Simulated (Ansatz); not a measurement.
**C3H6IN: up Jacob's ladder to CCSD(T)**

One table from this session's results is given with a row withheld; the runs are named, their logs left out.

Computed with Ansatz 0.2.0, Gaussian basis. Level: functionals in def2-TZVPP, the program's frozen cores in correlated methods.

Levels to be run: PBE-D4, r2SCAN-D4, PBE0-D4, B3LYP-D4, ωB97X-V, ωB97M-V, B2PLYP; CCSD(T)/def2-TZVPP; MP2/def2-QZVPP; extrapolation to the limit.

## Structure used throughout

All runs share one geometry, relaxed beforehand with PBE0-D4 in a triple-zeta def2 set. I takes the def2 core potential; no spin-orbit term is included.

SMILES `C=C(I)NC`, 11 atoms, charge 0, spin multiplicity 1.

Atoms are counted from 1 here; the program's logs count them from 0.

Bond lengths: C1–C2 1.333 Å, C1–H6 1.083 Å, C1–H7 1.078 Å, C2–I3 2.099 Å, C2–N4 1.367 Å, N4–C5 1.440 Å, N4–H8 1.006 Å, C5–H9 1.090 Å, C5–H10 1.093 Å, C5–H11 1.098 Å. Angles: C2–C1–H6 120.5°, C2–C1–H7 121.4°, H6–C1–H7 118.1°, C1–C2–I3 119.8°, C1–C2–N4 127.5°, I3–C2–N4 112.6°, C2–N4–C5 119.1°, C2–N4–H8 115.5°, C5–N4–H8 116.4°, N4–C5–H9 108.8°, N4–C5–H10 109.9°, N4–C5–H11 112.8°, H9–C5–H10 108.1°, H9–C5–H11 108.9°, H10–C5–H11 108.1°.

Geometry (Å):

```
C    -0.1132    1.4256    0.7150
C     0.0186    0.8626   -0.4864
I     0.2250    2.0726   -2.1892
N    -0.0166   -0.4702   -0.7903
C    -0.0317   -1.4332    0.2805
H    -0.1978    0.8121    1.6038
H    -0.1515    2.4970    0.8313
H     0.4772   -0.7379   -1.6244
H    -0.0292   -2.4350   -0.1478
H    -0.9438   -1.3185    0.8719
H     0.8285   -1.3321    0.9561
```

The first run:

Input file in.yaml:

```yaml
crystal:
  periodic: [false, false, false]
  atoms:
    - {symbol: C, position_ang: [-0.113219, 1.425620, 0.714976]}
    - {symbol: C, position_ang: [0.018586, 0.862578, -0.486359]}
    - {symbol: I, position_ang: [0.224987, 2.072642, -2.189196]}
    - {symbol: N, position_ang: [-0.016560, -0.470226, -0.790327]}
    - {symbol: C, position_ang: [-0.031700, -1.433184, 0.280525]}
    - {symbol: H, position_ang: [-0.197837, 0.812142, 1.603814]}
    - {symbol: H, position_ang: [-0.151527, 2.496983, 0.831328]}
    - {symbol: H, position_ang: [0.477172, -0.737920, -1.624385]}
    - {symbol: H, position_ang: [-0.029234, -2.434980, -0.147763]}
    - {symbol: H, position_ang: [-0.943769, -1.318492, 0.871916]}
    - {symbol: H, position_ang: [0.828501, -1.332063, 0.956072]}
basis:
  gaussian: {orbitals: def2-TZVPP}
hamiltonian: {xc: pbe, dispersion: d4}
output: {forces: true, orbitals: {seedname: orbitals}}
```

Command:

```
$ ansatz run in.yaml --threads 4 --pin off --events-out ev --progress --plain --max-ram 10444MiB
```

Among the steps run: PBE-D4 (GGA); r2SCAN-D4 (meta-GGA); PBE0-D4 (hybrid); B3LYP-D4 (hybrid); ωB97X-V (range-separated); ωB97M-V (range-separated); B2PLYP (double hybrid); CCSD(T) in def2-TZVPP; MP2 in def2-QZVPP.

One table of the session follows, with a row left open; its other results are not shown here.

```
            method  atomisation energy (eV)
            PBE-D4                   44.017
         r2SCAN-D4                   42.683
           PBE0-D4                   43.039
          B3LYP-D4                   42.739
           ωB97X-V                   42.614
           ωB97M-V                        ?
            B2PLYP                   42.194
     HF/def2-TZVPP                   29.895
    MP2/def2-TZVPP                   42.218
   CCSD/def2-TZVPP                   40.609
CCSD(T)/def2-TZVPP                   41.399
           MP2/CBS                   43.430
       CCSD(T)/CBS                   42.612
```

Estimate the missing values for ωB97M-V.

**Answer.** atomisation energy (eV): 42.647. In the column «atomisation energy (eV)» it lies between ωB97X-V (42.614) and r2SCAN-D4 (42.683).

Limits of these values: Free atoms (3 C, 1 I, 1 N, 6 H) were run apart at each level; the atomisation energy is their sum less the molecule, without zero-point or spin-orbit terms.
